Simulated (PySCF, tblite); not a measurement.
# C₅H₇FNP: geometry, infrared bands and NMR shifts

What infrared bands and NMR shifts should C₅H₇FNP (`CCn1cpcc1F`) show?

Computed with tblite 0.8.0 and PySCF 2.14.0, with density-fitted response routines of our own, on a single molecule in the gas phase. Atoms count from 0, in the outputs and in this text.

**1. The molecule as given**

15 atoms, charge 0, multiplicity 1; geometry from: force field or distance geometry start.

Bonds of the start (Å): C0–C1 1.52, C1–N2 1.48, N2–C3 1.34, C3–P4 1.77, P4–C5 1.61, C5–C6 1.35, C6–F7 1.39, C6–N2 1.32, C0–H8 1.13, C0–H9 1.12, C0–H10 1.09, C1–H11 1.10, C1–H12 1.12, C3–H13 1.08, C5–H14 1.08.

**2. Optimising the geometry with GFN2-xTB**

Job settings and geometry (Å):

```
{"job": {"kind": "relax", "xc": "GFN2-xTB", "basis": "xTB"}, "charge": 0, "multiplicity": 1}
C     -1.897200     0.523100    -0.211700
C     -1.067700    -0.543400     0.480000
N      0.333600    -0.368100     0.042500
C      0.790900    -0.986800    -1.054200
P      2.485800    -0.496400    -1.217400
C      2.431100     0.456900     0.082500
C      1.203300     0.416500     0.642600
F      0.893600     1.140200     1.783200
H     -1.390600     1.475900     0.119400
H     -2.962800     0.515900     0.130800
H     -1.771900     0.439600    -1.290200
H     -1.438900    -1.543700     0.212700
H     -1.186700    -0.358600     1.573500
H      0.262700    -1.675700    -1.698000
H      3.310200     1.012500     0.382400
```

On the command line:

```bash
> OMP_NUM_THREADS=1 python probes_run.py task.json out
```

The driver reads the jobs from task.json and runs them one after another.

What it wrote:

```text
step      E/eV     max force
  0    -664.33235    6.920
  1    -664.91013    2.436
  2    -665.01126    1.250
  3    -665.07310    0.625
  4    -665.11152    0.619
  5    -665.13816    0.365
  6    -665.15148    0.277
  7    -665.15803    0.221
  8    -665.16440    0.210
  9    -665.16853    0.152
 10    -665.17060    0.093
 11    -665.17158    0.072
 12    -665.17246    0.071
 13    -665.17337    0.074
 14    -665.17406    0.053
 15    -665.17449    0.045
 16    -665.17484    0.052
 17    -665.17523    0.052
 18    -665.17555    0.048
 19    -665.17578    0.036
 20    -665.17596    0.029
 21    -665.17616    0.039
 22    -665.17637    0.035
 23    -665.17649    0.024
 24    -665.17655    0.016
 25    -665.17659    0.017
 26    -665.17664    0.017
 27    -665.17669    0.020
 28    -665.17675    0.018
 29    -665.17680    0.020
 30    -665.17687    0.024
 31    -665.17695    0.024
 32    -665.17705    0.026
 33    -665.17716    0.026
 34    -665.17727    0.033
 35    -665.17737    0.030
 36    -665.17745    0.025
 37    -665.17750    0.020
 38    -665.17754    0.017
 39    -665.17758    0.019
 40    -665.17761    0.013
 41    -665.17763    0.011
 42    -665.17764    0.007
```

Run time: 0.24 s. Hardware: 1 thread of Arm Neoverse V1, shared host.

The steps of the relaxation: (not every step is listed)

| step | energy from step 0 (eV) | largest force (eV/Å) |
| --- | --- | --- |
| 0 | 0.0000 | 6.9201 |
| 1 | -0.5778 | 2.4362 |
| 2 | -0.6789 | 1.2499 |
| 3 | -0.7407 | 0.6247 |
| 4 | -0.7792 | 0.6190 |
| 5 | -0.8058 | 0.3647 |
| 6 | -0.8191 | 0.2775 |
| 7 | -0.8257 | 0.2205 |
| 8 | -0.8320 | 0.2100 |
| 10 | -0.8383 | 0.0933 |
| 12 | -0.8401 | 0.0714 |
| 14 | -0.8417 | 0.0532 |
| 16 | -0.8425 | 0.0522 |
| 18 | -0.8432 | 0.0478 |
| 20 | -0.8436 | 0.0293 |
| 22 | -0.8440 | 0.0348 |
| 24 | -0.8442 | 0.0161 |
| 26 | -0.8443 | 0.0165 |
| 28 | -0.8444 | 0.0180 |
| 30 | -0.8445 | 0.0242 |
| 32 | -0.8447 | 0.0261 |
| 34 | -0.8449 | 0.0325 |
| 36 | -0.8451 | 0.0255 |
| 37 | -0.8451 | 0.0205 |
| 38 | -0.8452 | 0.0166 |
| 39 | -0.8452 | 0.0192 |
| 40 | -0.8453 | 0.0127 |
| 41 | -0.8453 | 0.0110 |
| 42 | -0.8453 | 0.0068 |

Distances of close pairs at the start and the end, largest changes first:

| bond | before (Å) | after (Å) | change (Å) |
| --- | --- | --- | --- |
| P4–C5 | 1.613 | 1.761 | +0.148 |
| C3–P4 | 1.772 | 1.714 | -0.058 |
| C6–F7 | 1.386 | 1.343 | -0.043 |
| C0–H8 | 1.129 | 1.087 | -0.041 |
| N2–C6 | 1.316 | 1.352 | +0.036 |
| C1–N2 | 1.478 | 1.444 | -0.034 |
| C0–H9 | 1.119 | 1.086 | -0.033 |
| C1–H12 | 1.115 | 1.093 | -0.022 |

The next job starts from the end point, and lists it.

**3. Harmonic vibrations with GFN2-xTB**

Job settings and geometry (Å):

```
{"job": {"kind": "ir", "xc": "GFN2-xTB", "basis": "xTB"}, "charge": 0, "multiplicity": 1}
C     -1.907876     0.569626    -0.198410
C     -1.045444    -0.499724     0.467413
N      0.334202    -0.386220     0.056253
C      0.865006    -0.994042    -1.034841
P      2.507788    -0.602305    -1.330054
C      2.471174     0.444637     0.085983
C      1.241368     0.415242     0.658183
F      0.846958     1.084199     1.754233
H     -1.563918     1.561433     0.085193
H     -2.942222     0.457854     0.114409
H     -1.854885     0.480128    -1.281234
H     -1.400392    -1.496861     0.195633
H     -1.092394    -0.392729     1.554417
H      0.242865    -1.658323    -1.606717
H      3.293356     1.025075     0.457628
```

What it wrote:

```text
mode    cm-1     km/mol
  1      39.2      0.09
  2     110.8      0.09
  3     195.0      0.24
  4     235.2      4.02
  5     287.5      3.33
  6     343.1      0.27
  7     404.6      4.04
  8     454.1      2.28
  9     532.7     15.90
 10     563.4     11.28
 11     597.9      3.81
 12     702.5      7.51
 13     766.9     10.71
 14     791.7     12.42
 15     827.7     10.93
 16     864.9      3.50
 17     952.2      0.23
 18     999.3     10.22
 19    1083.0     15.95
 20    1094.8     16.11
 21    1104.9     26.67
 22    1159.0      6.64
 23    1207.4      4.03
 24    1250.2      9.91
 25    1324.0      6.85
 26    1393.8    103.61
 27    1409.7      5.57
 28    1445.7     60.90
 29    1463.3     12.56
 30    1486.3      5.65
 31    1493.2      2.83
 32    1540.9    149.08
 33    2973.5     10.64
 34    2978.8     23.73
 35    3041.3     23.07
 36    3047.7     17.55
 37    3053.8     26.46
 38    3127.9      6.05
 39    3155.3      1.78
```

Wall time 0.47 s (1 thread of Arm Neoverse V1, shared host).

Which atoms move in the most intense modes:

| cm⁻¹ | km/mol | atoms |
| --- | --- | --- |
| 1105 | 26.7 | H14 24 %, H11 12 %, H13 12 %, C5 12 % |
| 1394 | 103.6 | N2 45 %, C3 31 % |
| 1446 | 60.9 | N2 41 %, C6 33 % |
| 1541 | 149.1 | C6 62 %, C5 32 % |
| 2979 | 23.7 | H11 61 %, H12 34 % |
| 3041 | 23.1 | H10 88 % |
| 3048 | 17.6 | H8 88 % |
| 3054 | 26.5 | H9 93 % |

**4. NMR shieldings: PBE0/pcSseg-1**

Same as in step 3 but for these lines:

```diff
@@ -1,2 +1,2 @@
-{"job": {"kind": "ir", "xc": "GFN2-xTB", "basis": "xTB"}, "charge": 0, "multiplicity": 1}
+{"job": {"kind": "nmr", "xc": "PBE0", "basis": "pcSseg-1"}, "charge": 0, "multiplicity": 1}
 C     -1.907876     0.569626    -0.198410
```

Level: GIAO PBE0/pcSseg-1 NMR shielding, non-relativistic, gas phase.

What it wrote:

```text
coarse grid: 13544 points
cycle   1  E = -689.9840313598  dE =  1.380e+00  |g| = 5.795e-01  |ddm| = 3.669e+00
cycle   2  E = -689.8992645310  dE =  8.477e-02  |g| = 8.632e-01  |ddm| = 1.037e+00
cycle   3  E = -690.0519338689  dE = -1.527e-01  |g| = 1.346e-01  |ddm| = 6.914e-01
cycle   4  E = -690.0556244380  dE = -3.691e-03  |g| = 5.691e-02  |ddm| = 1.765e-01
cycle   5  E = -690.0563853015  dE = -7.609e-04  |g| = 1.843e-02  |ddm| = 7.386e-02
cycle   6  E = -690.0564687520  dE = -8.345e-05  |g| = 4.999e-03  |ddm| = 2.034e-02
cycle   7  E = -690.0564745626  dE = -5.811e-06  |g| = 1.660e-03  |ddm| = 6.589e-03
final grid: 128168 points
cycle   8  E = -690.1095347559  dE = -3.462e-05  |g| = 9.861e-03  |ddm| = 2.775e-02
cycle   9  E = -690.1094950344  dE =  3.972e-05  |g| = 1.589e-02  |ddm| = 2.523e-02
cycle  10  E = -690.1095591795  dE = -6.415e-05  |g| = 2.122e-03  |ddm| = 1.769e-02
cycle  11  E = -690.1095602228  dE = -1.043e-06  |g| = 4.734e-04  |ddm| = 2.116e-03
cycle  12  E = -690.1095602713  dE = -4.854e-08  |g| = 1.972e-04  |ddm| = 5.880e-04
cycle  13  E = -690.1095602805  dE = -9.170e-09  |g| = 4.577e-05  |ddm| = 2.008e-04
cycle  14  E = -690.1095602811  dE = -5.475e-10  |g| = 1.694e-05  |ddm| = 7.268e-05
converged SCF energy = -690.1095602811

GIAO shielding tensors (ppm)
atom      isotropic    diamagn.    paramagn.     s11        s22        s33       span
  0 C      167.060     248.240     -81.180    151.363    162.549    187.268     35.905
  1 C      140.743     246.288    -105.544    116.122    134.336    171.772     55.650
  2 N       68.839     334.601    -265.762     -0.048     40.254    166.313    166.361
  3 C       34.850     255.876    -221.026    -97.744     68.687    133.608    231.352
  4 P      211.993     967.343    -755.350     15.440    130.343    490.195    474.755
  5 C       77.842     266.438    -188.597      0.477     66.636    166.412    165.935
  6 C       30.325     250.304    -219.979    -42.034     63.163     69.845    111.879
  7 F      298.208     476.206    -177.998    194.723    322.473    377.427    182.704
  8 H       30.207      30.803      -0.595     25.284     30.185     35.153      9.869
  9 H       30.570      28.727       1.843     26.654     26.740     38.316     11.663
 10 H       30.259      30.547      -0.288     25.636     29.721     35.420      9.784
 11 H       27.921      30.908      -2.987     22.959     27.679     33.126     10.167
 12 H       27.494      30.910      -3.416     23.043     27.604     31.835      8.792
 13 H       24.061      31.651      -7.590     21.387     23.309     27.488      6.101
 14 H       25.210      30.975      -5.765     22.226     26.115     27.290      5.064
```

It took 25 s on 1 thread of Arm Neoverse V1, shared host; peak memory 0.99 GiB.

The references, computed at this level on geometries of the same kind, shield at (ppm): 1H TMS 31.72, 13C TMS 186.9, 19F CFCl3 170.9, 15N NH3 267.7, 31P H3PO4 318.4. Their shielding less the atom's gives the shift. The references are single molecules in the gas phase, so shifts against H2O, NH3, PH3, H3PO4 or CFCl3 are not on the usual liquid scales and can be off by tens of ppm. Atoms listed in one row are averaged.

| atoms | environment | σ (ppm) | δ (ppm) | δ scaled to CDCl3 |
| --- | --- | --- | --- | --- |
| C6 | aromatic carbon bearing fluorine | 30.3 | 156.6 | 150.9 |
| C3 | aromatic CH next to a ring nitrogen | 34.9 | 152.1 | 146.5 |
| C5 | aromatic CH | 77.8 | 109.1 | 104.6 |
| C1 | sp3 CH2 bonded to N | 140.7 | 46.2 | 43.2 |
| C0 | methyl carbon | 167.1 | 19.9 | 17.5 |
| H13 | hydrogen on an aromatic CH next to a ring nitrogen | 24.06 | 7.66 | 7.32 |
| H14 | hydrogen on an aromatic CH | 25.21 | 6.51 | 6.24 |
| H11, H12 | hydrogen on an sp3 CH2 bonded to N | 27.71 | 4.01 | 3.89 |
| H8, H9, H10 | hydrogen on a methyl carbon | 30.35 | 1.37 | 1.40 |
| N2 | pyrrole-type ring nitrogen | 68.8 | 198.9 | – |
| P4 | phosphorus bonded to 2 C, in a 5-membered ring | 212.0 | 106.4 | – |
| F7 | aryl fluorine | 298.2 | -127.3 | – |

The scaled column applies a straight-line fit of computed shieldings to shifts measured in CDCl3, and one for carbons that bear F (root-mean-square error 0.16 ppm for H, 1.9 ppm for C).

Charges from the same density, by scheme (e):

| atoms | Mulliken | IAO | Hirshfeld | ESP fit |
| --- | --- | --- | --- | --- |
| C0 | -0.28 | -0.43 | -0.12 | -0.23 |
| C1 | -0.04 | -0.15 | -0.01 | 0.17 |
| N2 | -0.59 | -0.07 | -0.01 | 0.05 |
| C3 | -0.17 | -0.35 | -0.09 | -0.34 |
| P4 | 0.35 | 0.28 | 0.01 | -0.10 |
| C5 | -0.47 | -0.48 | -0.17 | -0.24 |
| C6 | 0.57 | 0.34 | 0.11 | 0.13 |
| F7 | -0.28 | -0.26 | -0.07 | -0.15 |

Mayer bond orders: C0–C1 1.05, C1–N2 0.90, N2–C3 1.16, C3–P4 1.47, P4–C5 1.18, C5–C6 1.55, C6–F7 0.96, C6–N2 1.13.

Ring of atoms N2, C3, P4, C5, C6: NICS(0) -14.1, NICS(1) -10.5, NICS(1)zz -25.5 ppm (means of both faces).

**5. What came out**

```
                                                              quantity                                value
                             strongest single infrared mode (GFN2-xTB)                1541 cm⁻¹, 149 km/mol
                                          zero-point energy (GFN2-xTB)                        70.8 kcal/mol
                                13C shifts against TMS (PBE0/pcSseg-1)  156.6, 152.1, 109.1, 46.2, 19.9 ppm
1H shifts against TMS (PBE0/pcSseg-1, means over atoms taken as alike)           7.66, 6.51, 4.01, 1.37 ppm
                                15N shifts against NH3 (PBE0/pcSseg-1)                            198.9 ppm
                              31P shifts against H3PO4 (PBE0/pcSseg-1)                            106.4 ppm
                              19F shifts against CFCl3 (PBE0/pcSseg-1)                           -127.3 ppm
```

Over 42 steps the energy fell by 0.845 eV; of the close pairs, P4–C5 changed most, 1.613 to 1.761 Å. All 39 modes are real, so the xTB geometry is a minimum. The strongest single mode, at 1541 cm⁻¹, moves mainly C6 and C5. GFN2-xTB is a fitted tight-binding method: band positions and strengths are rough. Its intensities can rank the bands wrongly. At PBE0/pcSseg-1: Shielding is most anisotropic at P4 (span 475 ppm, paramagnetic term -755 ppm). NICS(1)zz of -26 ppm above the planar ring from N2 marks a diatropic (aromatic) ring current.
